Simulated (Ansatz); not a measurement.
# AgRh (P-6m2) in Ansatz: further runs

The runs below take AgRh through single point, equation of state, with PBE.

Program: Ansatz 0.2.0. These are calculated values, not measurements. Logs are shortened: lines on timing, memory, paths and dates and some standing lists are left out, and cuts for length are marked.

### Step 1. The structure

It takes space group P-6m2 (No. 187, hexagonal). The conventional cell has a = 2.778 Å, b = 2.778 Å, c = 4.809 Å, α = 90.00°, β = 90.00°, γ = 120.00°. Around Ag (site symmetry -6m2) lie 6 Ag at 2.78 Å and 6 Rh at 2.89 Å. Around Rh (site symmetry -6m2) lie 6 Rh at 2.78 Å and 6 Ag at 2.89 Å.

The cell comes from a database or a generator and needn't be the stable form of this composition.

### Step 2. Single point, PBE, 15.10 Å³/atom (volume scaled by 0.94)

Input file input.yaml:

```yaml
crystal:
  lattice:
    - [2.7208868163, 0.0, 0.0]
    - [-1.3604434081, 2.3563571037, 0.0]
    - [0.0, 0.0, 4.7104397215]
  atoms:
    - { symbol: Ag, position: [0.0, 0.0, 0.5] }
    - { symbol: Rh, position: [0.6666666667, 0.3333333333, 0.0] }
hamiltonian:
  xc: pbe
  pseudopotentials: { kind: nc }
kpoints:
  mp_grid: { grid: [11, 11, 6] }
scf:
  occupations: { method: fermi_dirac, width: 0.05 }
output:
  forces: true
  stress: true
  eigenvalues: true
```

Potentials or basis: Ansatz NC.

On the command line:

```
$ ansatz run input.yaml --threads 2 --pin off --max-ram 5632MiB --backend cpu --events-out ev --progress --plain --runs-dir out
```

Output:

```text
Warning: RAYON_NUM_THREADS=2 ignored (pool sized by the plan → 2); use --threads N
Engine: ansatz 0.2.0, aarch64-unknown-linux-gnu
Pseudopotentials: kind: nc
Pseudopotential: Ag, nc, valence charge 19, recommended cutoff 960 eV (normal), Ag.nc.azcp
Pseudopotential: Rh, nc, valence charge 17, recommended cutoff 1197.300995 eV (normal), Rh.nc.azcp
Functional definition: PBE
  parameter kappa = 0.804
  parameter beta = 0.06672455060314922
  exchange = pbe_x(kappa = kappa, mu = beta*pi^2/3)
  correlation = pbe_c(beta = beta)
Crystal: 2 atoms, lattice volume = 30.200 Å³
Basis set: ecut = 1197.300995 eV, 2901 PW (Γ), exchange–correlation on 64×64×108 points (8 copies of the dense FFT grid, shifted against one another)
Bands: 22, of which v1, the nominal top of the filled ones, is band 18 counted from 1 (17 counted from 0)
Symmetry: 12 space group operations
Space group: P-6m2 (ITA 187), of the structure as read, at distance tolerance 3.1e-5 Å
k-points: 64 of 726 (time reversal used)
Non-local potential: Ag, projectors of the file, l = 0: 2, l = 1: 2, l = 2: 2, l = 3: 1
Non-local potential: Rh, projectors of the file, l = 0: 2, l = 1: 2, l = 2: 2
Initial density: superposition of atomic densities (chi_scale 0.1, normalization cell, long waves kept (reshape's long-wave potential 0.01 eV rms))
Initial wavefunctions: pseudopotential atomic-orbital guess
Functional: x = pbe(κ = 0.804, μ = 0.2195149727645171), c = pbe(β = 0.06672455060314922)
SCF iter   1: F=—  HF=-7406.174660 eV  |F-HF|=—  |Δ(HF+E_count)|=         —  Δρ=1.21e-1  dr2=5.67e0  ethr=3.10e-3  ⟨swp⟩=6.8  Hψ=6972  notcnv=0
preconditioner: auto → Kerker (q_TF=auto, 2.809 Å⁻¹)  [metal: Δε(μ)=0.002 eV  Ē_g=9.664 eV  σ=0.050 eV  W_gap=0.01  n_scr=10 (ndim 8)  ℏωp=30.2 eV  f_vac=0.000  D(μ)=3.02/eV (n_scr^D=36)]
SCF iter   2: F=—  HF=-7405.122594 eV  |F-HF|=—  |Δ(HF+E_count)|=    1.05e0  Δρ=2.97e-2  dr2=2.17e-1  ethr=3.10e-3  ⟨swp⟩=3.4  Hψ=3514  notcnv=0
SCF iter   3: F=—  HF=-7405.081178 eV  |F-HF|=—  |Δ(HF+E_count)|=   4.14e-2  Δρ=1.40e-2  dr2=3.64e-2  ethr=6.03e-4  ⟨swp⟩=2.7  Hψ=2442  notcnv=0
SCF iter   4: F=—  HF=-7405.077580 eV  |F-HF|=—  |Δ(HF+E_count)|=   3.60e-3  Δρ=3.59e-3  dr2=3.52e-3  ethr=1.01e-4  ⟨swp⟩=2.5  Hψ=2000  notcnv=0
SCF iter   5: F=—  HF=-7405.077460 eV  |F-HF|=—  |Δ(HF+E_count)|=   1.20e-4  Δρ=8.70e-4  dr2=2.80e-4  ethr=9.79e-6  ⟨swp⟩=2.4  Hψ=2334  notcnv=0
SCF iter   6: F=—  HF=-7405.077454 eV  |F-HF|=—  |Δ(HF+E_count)|=   5.42e-6  Δρ=2.09e-4  dr2=1.83e-5  ethr=7.77e-7  ⟨swp⟩=1.6  Hψ=1658  notcnv=0
SCF iter   7: F=—  HF=-7405.077453 eV  |F-HF|=—  |Δ(HF+E_count)|=   7.14e-7  Δρ=6.95e-5  dr2=1.89e-6  ethr=5.09e-8  ⟨swp⟩=2.8  Hψ=2611  notcnv=0
SCF iter   8: F=-7405.077453 eV  HF=-7405.077453 eV  |F-HF|=2.81e-8  |Δ(HF+E_count)|=   5.46e-8  Δρ=1.83e-5  dr2=5.85e-8  ethr=2.78e-10  ⟨swp⟩=7.9  Hψ=8921  notcnv=0
SCF 1 converged in 8 iterations: F = -7405.077453 eV  dr2 = 5.85e-8
SCF converged after 8 iterations
Free energy (F): -7405.077453 eV
Harris-Foulkes:  -7405.077453 eV  (|F-HF|=2.81e-8)
Internal energy: -7405.053342 eV  (E = F + TS)
E sigma→0 (E₀):  -7405.065398 eV
Entropy (-TS):   -0.024111 eV (-12.055 meV/atom)
Fermi energy:    19.774952 eV
--- Per-component energies (eV) ---
  E_band       = -298.718302
  E_kinetic    = 2471.760345
  E_local      = -5030.138832  (includes V_loc(G=0)·N_el)
  E_nonlocal   = 294.384240
  E_hartree    = 1460.110891
  E_xc         = -1146.585552
  E_vxc        = -954.942397  (∫ρ·V_xc dr)
  E_ewald      = -5454.584434
  E_smearing   = -0.024111  (= −TS)
  E_closure    = 0.000000  (closes the sum)
  Σ components = -7405.077453   (vs F -7405.077453, Δ=0.00e0)
--- Forces (eV/Å), atoms counted from 1 ---
  atom   1  Ag    -0.00000000     0.00000000     0.00000000
  atom   2  Rh     0.00000000     0.00000000     0.00000000
  max |Σ_I F_I| component: 6.59e-17 eV/Å
--- Stress (GPa, compression-positive) ---
        9.313944       0.000000       0.000000
        0.000000       9.313944       0.000000
        0.000000       0.000000       6.577701
  P = ⅓ Tr σ = 8.4019 GPa (84.019 kbar)
--- Band table (eV; the first three rows and the last of 64) ---
  k-point 0: bands = ["-71.8907", "-58.2047", "-35.3709", "-35.2616", "-35.2616", "-25.9532", "-25.8932", "-25.8932", "12.1730", "13.6685", "15.3033", "15.3033", "16.2752", "16.5954", "16.5954", "17.8256", "17.8256", "19.8112", "19.9189", "19.9189", "25.5709", "36.4035"]
  k-point 1: bands = ["-71.8907", "-58.2047", "-35.3704", "-35.2615", "-35.2615", "-25.9544", "-25.8932", "-25.8932", "12.3735", "13.7273", "15.2924", "15.2924", "16.1910", "16.5684", "16.5684", "17.8832", "17.8832", "18.9263", "19.9111", "19.9111", "26.8298", "35.7884"]
  k-point 2: bands = ["-71.8907", "-58.2048", "-35.3695", "-35.2615", "-35.2615", "-25.9567", "-25.8932", "-25.8932", "12.8450", "13.9416", "15.2722", "15.2722", "15.8785", "16.5147", "16.5147", "17.5669", "18.0017", "18.0017", "19.8899", "19.8899", "29.4111", "34.6484"]
  k-point 63: bands = ["-71.8600", "-58.1323", "-35.4588", "-35.4110", "-35.3347", "-26.2855", "-26.1899", "-25.8781", "14.4647", "14.7796", "15.1014", "15.1152", "15.6052", "17.1254", "17.6624", "18.1931", "18.6096", "19.8260", "24.8736", "26.4058", "27.3337", "28.5735"]
```

Run time: 8.7 s. Hardware: 2 threads of Arm Neoverse V2, shared host; peak memory 0.39 GiB.

What came out:

| Property | Result |
| --- | --- |
| Free energy | -7405.0775 eV |
| Pressure | 8.4 GPa |
| Band gap on the k mesh | none (metal or under the smearing width) |

### Step 3. Single point, PBE, 15.42 Å³/atom (volume scaled by 0.96)

input.yaml, as its differences from that of step 2:

```diff
@@ -2,5 +2,5 @@
   lattice:
-    - [2.7208868163, 0.0, 0.0]
-    - [-1.3604434081, 2.3563571037, 0.0]
-    - [0.0, 0.0, 4.7104397215]
+    - [2.7400486223, 0.0, 0.0]
+    - [-1.3700243112, 2.3729517146, 0.0]
+    - [0.0, 0.0, 4.7436129252]
   atoms:
```

Potentials or basis: Ansatz NC.

On the command line:

```
$ ansatz run input.yaml --threads 2 --pin off --max-ram 5632MiB --backend cpu --events-out ev --progress --plain --runs-dir out
```

Run time: 8.9 s. Hardware: 2 threads of Arm Neoverse V2, shared host; peak memory 0.4 GiB.

Results (log left out):

| Item | Value |
| --- | --- |
| Free energy | -7405.1029 eV |
| Pressure | 4.4 GPa |
| Band gap on the k mesh | none (metal or under the smearing width) |

### Step 4. Single point, PBE, 15.74 Å³/atom (volume scaled by 0.98)

input.yaml, as its differences from that of step 3:

```diff
@@ -2,5 +2,5 @@
   lattice:
-    - [2.7400486223, 0.0, 0.0]
-    - [-1.3700243112, 2.3729517146, 0.0]
-    - [0.0, 0.0, 4.7436129252]
+    - [2.7589461066, 0.0, 0.0]
+    - [-1.3794730533, 2.389317416, 0.0]
+    - [0.0, 0.0, 4.7763285309]
   atoms:
```

On the command line:

```
$ ansatz run input.yaml --threads 2 --pin off --max-ram 5632MiB --backend cpu --events-out ev --progress --plain --runs-dir out
```

It took 9.1 s on 2 threads of Arm Neoverse V2, shared host; peak memory 0.4 GiB.

Results (log left out):

```
Free energy            : -7405.1131 eV
Pressure               : 0.8 GPa
Band gap on the k mesh : none (metal or under the smearing width)
```

### Step 5. Single point, PBE, 16.06 Å³/atom

input.yaml, as its differences from that of step 4:

```diff
@@ -2,5 +2,5 @@
   lattice:
-    - [2.7589461066, 0.0, 0.0]
-    - [-1.3794730533, 2.389317416, 0.0]
-    - [0.0, 0.0, 4.7763285309]
+    - [2.7775881998, 0.0, 0.0]
+    - [-1.3887940999, 2.4054619423, 0.0]
+    - [0.0, 0.0, 4.808602]
   atoms:
@@ -19 +19,5 @@
   eigenvalues: true
+  write_density: true
+  write_potential: true
+  elf: true
+  volumetric_format: npy
```

On the command line:

```
$ ansatz run input.yaml --threads 2 --pin off --max-ram 5632MiB --backend cpu --events-out ev --progress --plain --runs-dir out
```

Wall time 13 s (2 threads of Arm Neoverse V2, shared host); peak memory 0.42 GiB.

The run converged. Its results:

| Quantity | Value |
| --- | --- |
| Free energy | -7405.1100 eV |
| Pressure | -2.3 GPa |
| Band gap on the k mesh | none (metal or under the smearing width) |

### Step 6. Single point, PBE, 16.39 Å³/atom (volume scaled by 1.02)

Input file input.yaml:

```yaml
crystal:
  lattice:
    - [2.7959833597, 0.0, 0.0]
    - [-1.3979916799, 2.4213926181, 0.0]
    - [0.0, 0.0, 4.8404479744]
  atoms:
    - { symbol: Ag, position: [0.0, 0.0, 0.5] }
    - { symbol: Rh, position: [0.6666666667, 0.3333333333, 0.0] }
hamiltonian:
  xc: pbe
  pseudopotentials: { kind: nc }
kpoints:
  mp_grid: { grid: [11, 11, 6] }
scf:
  occupations: { method: fermi_dirac, width: 0.05 }
output:
  forces: true
  stress: true
  eigenvalues: true
```

Potentials or basis: Ansatz NC.

On the command line:

```
$ ansatz run input.yaml --threads 2 --pin off --max-ram 5632MiB --backend cpu --events-out ev --progress --plain --runs-dir out
```

Wall time 8.8 s (2 threads of Arm Neoverse V2, shared host); peak memory 0.35 GiB.

It converged, with:

```yaml
Free_energy: -7405.0951 eV
Pressure: -5.0 GPa
Band_gap_on_the_k_mesh: none (metal or under the smearing width)
```

### Step 7. Single point, PBE, 16.71 Å³/atom (volume scaled by 1.04)

input.yaml, as its differences from that of step 6:

```diff
@@ -2,5 +2,5 @@
   lattice:
-    - [2.7959833597, 0.0, 0.0]
-    - [-1.3979916799, 2.4213926181, 0.0]
-    - [0.0, 0.0, 4.8404479744]
+    - [2.8141396046, 0.0, 0.0]
+    - [-1.4070698023, 2.4371163874, 0.0]
+    - [0.0, 0.0, 4.8718803355]
   atoms:
@@ -19 +19,5 @@
   eigenvalues: true
+  write_density: true
+  write_potential: true
+  elf: true
+  volumetric_format: npy
```

On the command line:

```
$ ansatz run input.yaml --threads 2 --pin off --max-ram 5632MiB --backend cpu --events-out ev --progress --plain --runs-dir out
```

It took 13 s on 2 threads of Arm Neoverse V2, shared host; peak memory 0.35 GiB.

It converged, with:

- Free energy: -7405.0701 eV
- Pressure: -7.4 GPa
- Band gap on the k mesh: none (metal or under the smearing width)

### Step 8. Single point, PBE, 17.03 Å³/atom (volume scaled by 1.06)

Input file input.yaml:

```yaml
crystal:
  lattice:
    - [2.8320645439, 0.0, 0.0]
    - [-1.416032272, 2.4526398402, 0.0]
    - [0.0, 0.0, 4.9029122571]
  atoms:
    - { symbol: Ag, position: [0.0, 0.0, 0.5] }
    - { symbol: Rh, position: [0.6666666667, 0.3333333333, 0.0] }
hamiltonian:
  xc: pbe
  pseudopotentials: { kind: nc }
kpoints:
  mp_grid: { grid: [11, 11, 6] }
scf:
  occupations: { method: fermi_dirac, width: 0.05 }
output:
  forces: true
  stress: true
  eigenvalues: true
```

On the command line:

```
$ ansatz run input.yaml --threads 2 --pin off --max-ram 5632MiB --backend cpu --events-out ev --progress --plain --runs-dir out
```

Wall time 8.7 s (2 threads of Arm Neoverse V2, shared host); peak memory 0.36 GiB.

It converged, with:

```yaml
Free_energy: -7405.0360 eV
Pressure: -9.5 GPa
Band_gap_on_the_k_mesh: none (metal or under the smearing width)
```

### Step 9. Equation of state, PBE

Potentials or basis: Ansatz NC.

This step only gathers the single runs of the series.

Results:

- Equilibrium volume: 15.82 Å³/atom
- Bulk modulus at fixed shape and positions: 158 GPa
- Pressure derivative of the bulk modulus: 5.5

Energy against volume, from the lowest point:
```
volume (Å³/atom)  energy (meV/atom)
          15.100              17.82
          15.421               5.11
          15.743               0.00
          16.064               1.56
          16.385               8.98
          16.707              21.51
          17.028              38.52
```

Caveat: the cell was scaled at fixed shape and fractional positions, which overstates the stiffness of a crystal with free parameters, most of all of layers and chains.
